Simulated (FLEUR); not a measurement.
In3As: band structure with r2SCAN

In3As:

```
CELL_PARAMETERS angstrom
4.67168 0.00000 0.00000
0.00000 4.67168 0.00000
0.00000 0.00000 4.67168
ATOMIC_POSITIONS crystal
In 0.50000 0.50000 0.00000
In 0.50000 0.00000 0.50000
In 0.00000 0.50000 0.50000
As 0.00000 0.00000 0.00000
```

The cell comes from a database or a generator and needn't be the stable form of this composition.

| Quantity | Value |
| --- | --- |
| Program | FLEUR MaX-R8.1 (later development tree) |
| Task | band structure |
| Functional | r2SCAN |
| Potentials or basis | all-electron |
| Basis | FLAPW |
| Kmax | 4.1 1/bohr |
| k mesh | 6 × 6 × 6 |
| Occupations | fermi-dirac, width 0.05 eV |
| Spin | no spin polarisation |
| Gmax | 12.7 1/bohr |
| Muffin-tin radii | In 2.66, As 2.66 bohr |
| lmax | In 10, As 10 |
| lnonsphr | In 10, As 10 |
| Local orbitals a species | In 5, As 6 |
| Max iterations | 80 |
| Mixing factor | 0.05 |
| Mixer | Anderson |
| Mixer history | 30 |
| Density convergence | 0.0001 me/bohr^3 |

```json
{
  "Band gap along the path": "none (metal or under the smearing width)",
  "Valence electrons inside the program's atomic spheres": "In 19.39; As 19.90 (radii In 2.66, As 2.66 bohr)"
}
```

Levels at the corners of the path, in eV from the Fermi level:
```csv
point,band 38,band 39,band 40,band 41,band 42,band 43,band 44,band 45,band 46,band 47
Γ,-3.04,-3.04,-3.04,-1.78,-1.78,2.18,2.18,2.18,4.89,4.89
X,-4.36,-1.72,-1.72,-1.07,-0.03,-0.03,0.01,1.74,4.99,4.99
M,-6.10,-6.04,-0.88,-0.19,0.52,0.52,1.94,2.09,2.09,2.20
Γ,-3.04,-3.04,-3.04,-1.78,-1.78,2.18,2.18,2.18,4.89,4.89
R,-4.30,-4.30,-4.11,-4.11,-4.11,-3.56,5.01,5.01,5.01,9.25
X,-4.36,-1.72,-1.72,-1.07,-0.03,-0.03,0.01,1.74,4.99,4.99
M,-6.10,-6.04,-0.88,-0.19,0.52,0.52,1.94,2.09,2.09,2.20
R,-4.30,-4.30,-4.11,-4.11,-4.11,-3.56,5.01,5.01,5.01,9.25
```

Core levels (eV from the Fermi level):
| atom | levels |
| --- | --- |
| 1 In | 1s1/2 -27734.5, 2s1/2 -4147.9, 2p1/2 -3867.3, 2p3/2 -3656.4, 3s1/2 -783.7, 3p1/2 -670.6, 3p3/2 -632.5, 3d3/2 -432.6, 3d5/2 -424.8 |
| 2 In | 1s1/2 -27734.5, 2s1/2 -4147.9, 2p1/2 -3867.3, 2p3/2 -3656.4, 3s1/2 -783.7, 3p1/2 -670.6, 3p3/2 -632.5, 3d3/2 -432.6, 3d5/2 -424.8 |
| 3 In | 1s1/2 -27734.5, 2s1/2 -4147.9, 2p1/2 -3867.3, 2p3/2 -3656.4, 3s1/2 -783.7, 3p1/2 -670.6, 3p3/2 -632.5, 3d3/2 -432.6, 3d5/2 -424.8 |
| 4 As | 1s1/2 -11711.3, 2s1/2 -1480.5, 2p1/2 -1321.7, 2p3/2 -1285.2, 3s1/2 -184.6 |

It took 4 min on 1 thread of Intel(R) Xeon(R) Platinum 8259CL CPU @ 2.50GHz (Skylake/Cascade Lake), with other jobs on the host, peak memory 0.11 GiB.

Caveat: the meta-GGA is that of a development version, with a GGA for the radial functions and cores and without core tails; spin-orbit coupling is left out, which moves the levels of the heavy elements.
